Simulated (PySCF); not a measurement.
**A gas-phase reaction: GaH3O2S + H2O → GaH3O3 + H2S**

Wanted: the reaction energy for `[OH][Ga]([OH])[SH]` + `O` → `[OH][Ga]([OH])[OH]` + `S`.

Computed with PySCF 2.14.0; each step states its level. No surroundings beyond the atoms listed, unless a continuum is named. Atoms count from 0, parts from 1.

## (1) Starting point

Each species was relaxed by itself at PBE0-D3(BJ)/def2-SVPD.

## (2) Reaction energy: wB97M-D3(BJ)/def2-TZVPD

What the job is given:

```
{"job": {"kind": "react", "xc": "wB97M-D3(BJ)", "basis": "def2-TZVPD"}, "charge": 0, "multiplicity": 1}
-1 GaH3O2S charge 0 multiplicity 1
O     -0.501950    -1.520620    -1.033700
Ga    -0.049240    -0.093230    -0.062790
O      0.739390     1.241460    -0.940950
S     -0.393870     0.109590     2.092200
H     -0.941030    -2.239260    -0.571790
H      0.853410     1.083320    -1.882900
H      0.152850     1.347400     2.110620

-1 H2O charge 0 multiplicity 1
O      0.000100     0.389370     0.004940
H     -0.762940    -0.194490    -0.002220
H      0.762860    -0.194840    -0.002740

+1 GaH3O3 charge 0 multiplicity 1
O      0.943620     1.198720    -0.745940
Ga     0.002680    -0.126310    -0.000770
O     -0.525310    -0.188210     1.696660
O     -0.450260    -1.501380    -1.024140
H      1.189040     1.933680    -0.178720
H     -0.280750     0.558340     2.248540
H     -0.149540    -1.429410    -1.934360

+1 H2S charge 0 multiplicity 1
S     -0.006330     0.615520     0.004030
H     -0.981440    -0.318030    -0.005000
H      0.968350    -0.318490    -0.003310
```

Level: wB97M-D3(BJ)/def2-TZVPD reaction energy of separated species, gas phase.

Started as:

```sh
OMP_NUM_THREADS=1 python cluster_run.py task.json out
```

This one command runs all jobs of the session in turn.

The log of the run:

```text
species 1 (GaH3O2S)
coarse grid: 31512 points
cycle   1  E = -2475.3662960157  dE = -2.282e-01  |g| = 1.174e+00  |ddm| = 2.157e+00
cycle   2  E = -2475.2623503033  dE =  1.039e-01  |g| = 1.515e+00  |ddm| = 1.726e+00
cycle   3  E = -2475.5881601251  dE = -3.258e-01  |g| = 5.949e-02  |ddm| = 9.418e-01
cycle   4  E = -2475.5891088121  dE = -9.487e-04  |g| = 3.199e-02  |ddm| = 8.439e-02
cycle   5  E = -2475.5893209162  dE = -2.121e-04  |g| = 1.182e-02  |ddm| = 2.949e-02
cycle   6  E = -2475.5893481531  dE = -2.724e-05  |g| = 3.692e-03  |ddm| = 1.269e-02
cycle   7  E = -2475.5893518409  dE = -3.688e-06  |g| = 9.858e-04  |ddm| = 4.991e-03
final grid: 63568 points
cycle   8  E = -2475.5893260523  dE = -3.950e-07  |g| = 8.621e-04  |ddm| = 2.452e-03
cycle   9  E = -2475.5893260551  dE = -2.848e-09  |g| = 1.018e-03  |ddm| = 1.311e-03
cycle  10  E = -2475.5893262271  dE = -1.720e-07  |g| = 1.005e-04  |ddm| = 6.032e-04
cycle  11  E = -2475.5893262336  dE = -6.470e-09  |g| = 4.805e-05  |ddm| = 1.605e-04
cycle  12  E = -2475.5893262355  dE = -1.885e-09  |g| = 8.553e-06  |ddm| = 1.456e-04
cycle  13  E = -2475.5893262355  dE = -4.547e-11  |g| = 4.414e-06  |ddm| = 1.375e-05
converged SCF energy = -2475.5893262355

species 2 (H2O)
coarse grid: 10128 points
cycle   1  E = -76.4117499149  dE = -7.454e-02  |g| = 5.872e-01  |ddm| = 8.994e-01
cycle   2  E = -76.4087426461  dE =  3.007e-03  |g| = 6.461e-01  |ddm| = 5.038e-01
cycle   3  E = -76.4759334735  dE = -6.719e-02  |g| = 2.731e-02  |ddm| = 2.374e-01
cycle   4  E = -76.4760586765  dE = -1.252e-04  |g| = 5.497e-03  |ddm| = 1.609e-02
cycle   5  E = -76.4760673533  dE = -8.677e-06  |g| = 8.214e-04  |ddm| = 5.831e-03
final grid: 21952 points
cycle   6  E = -76.4760630119  dE = -1.975e-07  |g| = 5.842e-04  |ddm| = 1.373e-03
cycle   7  E = -76.4760630187  dE = -6.841e-09  |g| = 6.465e-04  |ddm| = 6.469e-04
cycle   8  E = -76.4760630823  dE = -6.362e-08  |g| = 3.199e-05  |ddm| = 2.235e-04
cycle   9  E = -76.4760630832  dE = -8.224e-10  |g| = 4.134e-06  |ddm| = 1.105e-04
converged SCF energy = -76.4760630832

species 3 (GaH3O3)
coarse grid: 30376 points
cycle   1  E = -2152.3292984646  dE = -2.232e-01  |g| = 1.298e+00  |ddm| = 2.165e+00
cycle   2  E = -2152.2220030977  dE =  1.073e-01  |g| = 1.633e+00  |ddm| = 1.879e+00
cycle   3  E = -2152.6006210186  dE = -3.786e-01  |g| = 5.117e-02  |ddm| = 9.912e-01
cycle   4  E = -2152.6011828347  dE = -5.618e-04  |g| = 2.267e-02  |ddm| = 5.522e-02
cycle   5  E = -2152.6012643540  dE = -8.152e-05  |g| = 1.440e-02  |ddm| = 2.527e-02
cycle   6  E = -2152.6013018158  dE = -3.746e-05  |g| = 2.118e-03  |ddm| = 1.032e-02
cycle   7  E = -2152.6013034694  dE = -1.654e-06  |g| = 1.426e-03  |ddm| = 3.129e-03
final grid: 63032 points
cycle   8  E = -2152.6012948210  dE = -8.283e-08  |g| = 1.597e-03  |ddm| = 2.461e-03
cycle   9  E = -2152.6012946934  dE =  1.276e-07  |g| = 1.871e-03  |ddm| = 1.759e-03
cycle  10  E = -2152.6012951435  dE = -4.501e-07  |g| = 1.230e-04  |ddm| = 9.530e-04
cycle  11  E = -2152.6012951462  dE = -2.721e-09  |g| = 3.357e-05  |ddm| = 8.791e-05
cycle  12  E = -2152.6012951471  dE = -9.045e-10  |g| = 3.084e-06  |ddm| = 9.302e-05
converged SCF energy = -2152.6012951471

species 4 (H2S)
coarse grid: 11264 points
cycle   1  E = -399.4336012822  dE = -1.424e-01  |g| = 1.945e-01  |ddm| = 1.016e+00
cycle   2  E = -399.4459453828  dE = -1.234e-02  |g| = 1.106e-01  |ddm| = 2.399e-01
cycle   3  E = -399.4491447057  dE = -3.199e-03  |g| = 1.578e-02  |ddm| = 9.278e-02
cycle   4  E = -399.4492190475  dE = -7.434e-05  |g| = 4.851e-03  |ddm| = 1.790e-02
cycle   5  E = -399.4492312847  dE = -1.224e-05  |g| = 9.336e-04  |ddm| = 7.536e-03
cycle   6  E = -399.4492320159  dE = -7.312e-07  |g| = 1.776e-04  |ddm| = 2.124e-03
final grid: 22496 points
cycle   7  E = -399.4492196233  dE = -2.322e-08  |g| = 1.134e-04  |ddm| = 6.060e-04
cycle   8  E = -399.4492196262  dE = -2.974e-09  |g| = 6.804e-05  |ddm| = 1.498e-04
cycle   9  E = -399.4492196270  dE = -7.652e-10  |g| = 8.729e-06  |ddm| = 5.990e-05
converged SCF energy = -399.4492196270

Reaction energy = 9.603 kcal/mol
```

It took 60 s on 1 thread of Arm Neoverse N1, shared host; peak memory 0.75 GiB.

Species by species (with the dispersion term, which the log's SCF energies lack):

| ν | species | energy (Eh) | HOMO (eV) |
| --- | --- | --- | --- |
| -1 | [OH][Ga]([OH])[SH] | -2475.59450 | -10.21 |
| -1 | O | -76.47682 | -11.72 |
| +1 | [OH][Ga]([OH])[OH] | -2152.60545 | -11.55 |
| +1 | S | -399.45056 | -9.89 |

## (3) Reaction energy: PBE0-D3(BJ)/def2-TZVPD

Same as in step 2 but for these lines:

```diff
@@ -1,2 +1,2 @@
-{"job": {"kind": "react", "xc": "wB97M-D3(BJ)", "basis": "def2-TZVPD"}, "charge": 0, "multiplicity": 1}
+{"job": {"kind": "react", "xc": "PBE0", "basis": "def2-TZVPD", "disp": "d3bj"}, "charge": 0, "multiplicity": 1}
 -1 GaH3O2S charge 0 multiplicity 1
```

Method: PBE0-D3(BJ)/def2-TZVPD reaction energy of separated species, gas phase.

The log of the run:

```text
species 1 (GaH3O2S)
coarse grid: 31512 points
cycle   1  E = -2474.6745276897  dE = -9.802e-02  |g| = 1.305e+00  |ddm| = 2.229e+00
cycle   2  E = -2473.9748667703  dE =  6.997e-01  |g| = 2.368e+00  |ddm| = 2.490e+00
cycle   3  E = -2474.9249413143  dE = -9.501e-01  |g| = 2.111e-01  |ddm| = 1.800e+00
cycle   4  E = -2474.9329527647  dE = -8.011e-03  |g| = 1.048e-01  |ddm| = 2.284e-01
cycle   5  E = -2474.9344088145  dE = -1.456e-03  |g| = 1.628e-02  |ddm| = 6.779e-02
cycle   6  E = -2474.9344587406  dE = -4.993e-05  |g| = 6.867e-03  |ddm| = 1.778e-02
cycle   7  E = -2474.9344658316  dE = -7.091e-06  |g| = 2.641e-03  |ddm| = 5.723e-03
final grid: 63568 points
cycle   8  E = -2474.9344350129  dE =  2.797e-06  |g| = 4.803e-03  |ddm| = 5.136e-03
cycle   9  E = -2474.9344247551  dE =  1.026e-05  |g| = 8.967e-03  |ddm| = 8.499e-03
cycle  10  E = -2474.9344391568  dE = -1.440e-05  |g| = 3.529e-04  |ddm| = 5.562e-03
cycle  11  E = -2474.9344391779  dE = -2.110e-08  |g| = 4.534e-05  |ddm| = 2.425e-04
cycle  12  E = -2474.9344391782  dE = -3.374e-10  |g| = 1.105e-05  |ddm| = 4.073e-05
converged SCF energy = -2474.9344391782

species 2 (H2O)
coarse grid: 2328 points
cycle   1  E = -76.3044312875  dE = -5.301e-03  |g| = 6.571e-01  |ddm| = 9.011e-01
cycle   2  E = -76.1882115497  dE =  1.162e-01  |g| = 1.036e+00  |ddm| = 7.256e-01
cycle   3  E = -76.3820309503  dE = -1.938e-01  |g| = 3.132e-02  |ddm| = 4.396e-01
cycle   4  E = -76.3822132531  dE = -1.823e-04  |g| = 5.864e-03  |ddm| = 1.606e-02
cycle   5  E = -76.3822183920  dE = -5.139e-06  |g| = 7.850e-04  |ddm| = 2.507e-03
final grid: 21952 points
cycle   6  E = -76.3808944255  dE = -1.510e-05  |g| = 3.449e-03  |ddm| = 9.317e-03
cycle   7  E = -76.3808924589  dE =  1.967e-06  |g| = 4.753e-03  |ddm| = 3.322e-03
cycle   8  E = -76.3808961767  dE = -3.718e-06  |g| = 2.518e-04  |ddm| = 1.965e-03
cycle   9  E = -76.3808961873  dE = -1.061e-08  |g| = 2.399e-05  |ddm| = 1.101e-04
cycle  10  E = -76.3808961874  dE = -1.121e-10  |g| = 3.293e-06  |ddm| = 1.516e-05
converged SCF energy = -76.3808961874

species 3 (GaH3O3)
coarse grid: 30376 points
cycle   1  E = -2151.6954428241  dE = -4.355e-02  |g| = 1.474e+00  |ddm| = 2.236e+00
cycle   2  E = -2150.9235270114  dE =  7.719e-01  |g| = 2.568e+00  |ddm| = 2.765e+00
cycle   3  E = -2152.0324684668  dE = -1.109e+00  |g| = 1.272e-01  |ddm| = 1.918e+00
cycle   4  E = -2152.0340136277  dE = -1.545e-03  |g| = 1.017e-01  |ddm| = 1.354e-01
cycle   5  E = -2152.0353933144  dE = -1.380e-03  |g| = 2.459e-02  |ddm| = 6.753e-02
cycle   6  E = -2152.0354946768  dE = -1.014e-04  |g| = 6.004e-03  |ddm| = 1.870e-02
cycle   7  E = -2152.0354995939  dE = -4.917e-06  |g| = 1.605e-03  |ddm| = 4.732e-03
final grid: 63032 points
cycle   8  E = -2152.0355032848  dE =  3.906e-07  |g| = 2.386e-03  |ddm| = 2.833e-03
cycle   9  E = -2152.0355017642  dE =  1.521e-06  |g| = 3.844e-03  |ddm| = 3.646e-03
cycle  10  E = -2152.0355041421  dE = -2.378e-06  |g| = 4.093e-04  |ddm| = 2.370e-03
cycle  11  E = -2152.0355041648  dE = -2.272e-08  |g| = 4.149e-05  |ddm| = 2.469e-04
cycle  12  E = -2152.0355041651  dE = -2.697e-10  |g| = 1.503e-05  |ddm| = 3.905e-05
converged SCF energy = -2152.0355041651

species 4 (H2S)
coarse grid: 2864 points
cycle   1  E = -399.2518632384  dE = -9.250e-02  |g| = 1.630e-01  |ddm| = 1.023e+00
cycle   2  E = -399.2538575059  dE = -1.994e-03  |g| = 1.600e-01  |ddm| = 2.978e-01
cycle   3  E = -399.2614717561  dE = -7.614e-03  |g| = 1.497e-02  |ddm| = 1.477e-01
cycle   4  E = -399.2614863679  dE = -1.461e-05  |g| = 1.103e-03  |ddm| = 5.881e-03
cycle   5  E = -399.2614867482  dE = -3.803e-07  |g| = 6.136e-04  |ddm| = 1.717e-03
final grid: 22496 points
cycle   6  E = -399.2625174868  dE = -7.085e-06  |g| = 4.896e-03  |ddm| = 1.692e-02
cycle   7  E = -399.2625181196  dE = -6.327e-07  |g| = 3.960e-03  |ddm| = 6.698e-03
cycle   8  E = -399.2625210519  dE = -2.932e-06  |g| = 2.911e-04  |ddm| = 3.504e-03
cycle   9  E = -399.2625210797  dE = -2.777e-08  |g| = 3.582e-05  |ddm| = 2.357e-04
cycle  10  E = -399.2625210800  dE = -3.622e-10  |g| = 6.382e-06  |ddm| = 2.918e-05
converged SCF energy = -399.2625210800

Reaction energy = 11.360 kcal/mol
```

Wall time 32 s (1 thread of Arm Neoverse N1, shared host); peak memory 0.65 GiB.

Reaction energy at this level: 11.36 kcal/mol.

## (4) Comparing the runs

Energies in kcal/mol, with wall time:

| run | reaction | time |
| --- | --- | --- |
| wB97M-D3(BJ)/def2-TZVPD | 9.60 | 60 s |
| PBE0-D3(BJ)/def2-TZVPD | 11.36 | 32 s |

## (5) Outcome

| quantity | value |
| --- | --- |
| reaction energy (wB97M-D3(BJ)/def2-TZVPD) | 9.60 kcal/mol |
| ΔH, ΔG at 298 K (xTB thermal terms) | +7.6, +7.2 kcal/mol |
| range of the reaction energy over the runs of this table | 9.60 to 11.36 kcal/mol |

What this shows: The reaction is endothermic by 7.6 kcal/mol in the gas phase; dispersion gives +0.27, and xTB itself gave 5.86 for the electronic energy (xTB energies and thermal terms come from the earlier relaxation of each species, not shown). No barrier was sought. The reaction energy runs from 9.60 (wB97M-D3(BJ)/def2-TZVPD) to 11.36 kcal/mol (PBE0-D3(BJ)/def2-TZVPD).
